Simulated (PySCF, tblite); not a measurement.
# C₅H₁₃N₂PSi: geometry, infrared bands and NMR shifts

Aim: predict the infrared bands and NMR shifts of C₅H₁₃N₂PSi (`CC[C@H](C#N)CN[SiH2]P`).

Programs: tblite 0.8.0 and PySCF 2.14.0, with density-fitted response routines of our own. Each step states its level of theory. These are calculated values for one molecule in the gas phase, unless marked as measured. Atoms are numbered from 0 throughout.

## Step 1: The starting structure

22 atoms, charge 0, multiplicity 1; geometry from: force field or distance geometry start.

Bonds of the start (Å): C0–C1 1.54, C1–C2 1.53, C2–C3 1.49, C3–N4 1.14, C2–C5 1.56, C5–N6 1.46, N6–Si7 1.70, Si7–P8 2.20, C0–H9 1.09, C0–H10 1.09, C0–H11 1.09, C1–H12 1.09, C1–H13 1.10, C2–H14 1.08, C5–H15 1.10, C5–H16 1.09, N6–H17 1.01, Si7–H18 1.48, Si7–H19 1.48, P8–H20 1.42, P8–H21 1.42.

## Step 2: Relaxing the molecule with GFN2-xTB

What the job is given:

```
{"job": {"kind": "relax", "xc": "GFN2-xTB", "basis": "xTB"}, "charge": 0, "multiplicity": 1}
C      3.101100     0.924000     0.681500
C      1.584000     0.867300     0.424100
C      1.204900    -0.191100    -0.620000
C      1.750100     0.179800    -1.953400
N      2.182200     0.455900    -2.975900
C     -0.343300    -0.334900    -0.767400
N     -0.983500    -0.862100     0.438800
Si    -2.602400    -1.370100     0.525500
P     -3.797700     0.466500     0.665500
H      3.477100    -0.052000     0.988700
H      3.306300     1.637400     1.483300
H      3.632100     1.252500    -0.206900
H      1.229800     1.858200     0.142700
H      1.113900     0.630700     1.388700
H      1.607700    -1.151300    -0.325200
H     -0.781700     0.638600    -1.015000
H     -0.542900    -1.007500    -1.603200
H     -0.837400    -0.232800     1.220400
H     -2.776400    -2.160200     1.764200
H     -2.920500    -2.140600    -0.694000
H     -3.556800     0.752100     2.032300
H     -5.056900    -0.141000     0.894200
```

The run is started by

```
OMP_NUM_THREADS=1 python probes_run.py task.json out
```

This one command runs all jobs of the session in turn.

**Question.** This job is followed by: GFN2-xTB harmonic vibrations, gas phase; GIAO PBE0/pcSseg-1 NMR shielding, non-relativistic, gas phase. Predict these results of the whole session: strongest single infrared mode (GFN2-xTB); zero-point energy (GFN2-xTB); ¹³C shifts against TMS (PBE0/pcSseg-1); ¹H shifts against TMS (PBE0/pcSseg-1, means over atoms taken as alike); ¹⁵N shifts against NH3 (PBE0/pcSseg-1); ²⁹Si shifts against TMS (PBE0/pcSseg-1); ³¹P shifts against H3PO4 (PBE0/pcSseg-1); surface potential, 1st and 99th percentile.

**Answer**, as computed:

| quantity | value |
| --- | --- |
| strongest single infrared mode (GFN2-xTB) | 2240 cm⁻¹, 258 km/mol |
| zero-point energy (GFN2-xTB) | 106.7 kcal/mol |
| ¹³C shifts against TMS (PBE0/pcSseg-1) | 125.6, 50.5, 35.9, 26.4, 14.7 ppm |
| ¹H shifts against TMS (PBE0/pcSseg-1, means over atoms taken as alike) | 5.32, 5.20, 3.46, 2.91, 2.30, 1.79, 1.29, 1.13, 1.08, 0.39 ppm |
| ¹⁵N shifts against NH3 (PBE0/pcSseg-1) | 301.6, 20.7 ppm |
| ²⁹Si shifts against TMS (PBE0/pcSseg-1) | -34.2 ppm |
| ³¹P shifts against H3PO4 (PBE0/pcSseg-1) | -312.5 ppm |
| surface potential, 1st and 99th percentile | -1.81 V and 1.79 V |

In words: The optimisation took 256 steps and gained 0.425 eV; among the close pairs (by a distance rule), C2–C3 changed most, from 1.488 to 1.442 Å. No mode is imaginary among the 60: a minimum at this level. The strongest single mode, at 2240 cm⁻¹, moves mainly H18. Unscaled tight-binding wavenumbers are off by several per cent, some by more. Its intensities can rank the bands wrongly. The most deshielded carbon is C3 (nitrile carbon), at 125.6 ppm: this is the usual window of a C≡N carbon, which has no attached hydrogen. At PBE0/pcSseg-1: The widest tensor belongs to N4: span 494 ppm, with a paramagnetic part of -376 ppm.
